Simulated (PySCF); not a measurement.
# C6H4S2: the cost of one run

Programs: PySCF 2.14.0, with routines of our own; each step states its level. All values are computed. Atoms count from 0.

## 1. The system as given

12 atoms, charge 0, multiplicity 1; geometry from: GFN2-xTB.

## 2. Optimising the geometry at PBE0/cc-pVDZ

What the job is given:

```
{"job": {"xc": "PBE0", "basis": "cc-pVDZ", "grid": 1, "kind": "geom"}, "charge": 0, "multiplicity": 1}
C     -2.230605     0.071411     0.392432
C     -1.505713    -0.997953    -0.021896
C     -0.142799    -0.661607    -0.159574
S      1.288807    -1.506447    -0.630759
C      2.230964    -0.071194    -0.396587
C      1.505470     0.997780     0.017510
C      0.142530     0.661204     0.153981
S     -1.288318     1.506756     0.625655
H     -3.284507     0.117485     0.582785
H     -1.915448    -1.971263    -0.218405
H      3.285117    -0.117579    -0.585787
H      1.915701     1.970721     0.214618
```

On the command line:

```
OMP_NUM_THREADS=1 python excited_run.py task.json out
```

One launch serves the whole session: the jobs run in the order shown.

Q: Estimate the wall time and peak memory of this first job on 1 thread of Arm Neoverse N1, shared host.

About 47 s, with a peak of 0.57 GiB.
